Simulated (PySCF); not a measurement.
# C3H7OPSi: the cost of one run

The runs use PySCF 2.14.0, with density-fitted response routines of our own; the level of theory stands in each step. All values are computed, except where a source is named. Atoms are numbered from 0 throughout.

### Step 1. The molecule as given

13 atoms, charge 0, multiplicity 1; geometry from: GFN2-xTB. The atoms were then displaced at random by about 0.01 Å, so the start is not that level's minimum.

Bonds of the start (Å): P0–Si1 2.25, Si1–C2 1.87, C2–C3 1.33, C3–O4 1.41, O4–C5 1.44, C5–C2 1.50, P0–H6 1.40, P0–H7 1.36, Si1–H8 1.45, Si1–H9 1.48, C3–H10 1.05, C5–H11 1.09, C5–H12 1.10.

### Step 2. Optimising the geometry at PBE0-D3(BJ)/def2-SVP

Job settings and geometry (Å):

```
{"job": {"xc": "PBE0", "basis": "def2-SVP", "d3": "d3bj", "grid": 1, "shake": 0.01, "kind": "geom"}, "charge": 0, "multiplicity": 1}
P      2.618010     0.370880    -0.614650
Si     0.954220    -0.880690     0.229010
C     -0.649230     0.011160    -0.138820
C     -0.995200     1.164140    -0.708900
O     -2.381890     0.986970    -0.566700
C     -2.102590    -0.266080     0.079240
H      2.462320     1.418070     0.300460
H      3.621590    -0.194020     0.110140
H      1.005750    -2.166600    -0.437910
H      1.071810    -1.112210     1.689290
H     -0.605580     2.024460    -1.162590
H     -2.444940    -0.281690     1.118220
H     -2.548460    -1.091290    -0.490860
```

Launch:

```bash
> OMP_NUM_THREADS=1 python probes_run.py task.json out
```

One launch serves the whole session: the jobs run in the order shown.

**Question.** How long does this first job take on 1 thread of Arm Neoverse V1, shared host, and how much memory does it need?

About 98 s, with a peak of 0.53 GiB.
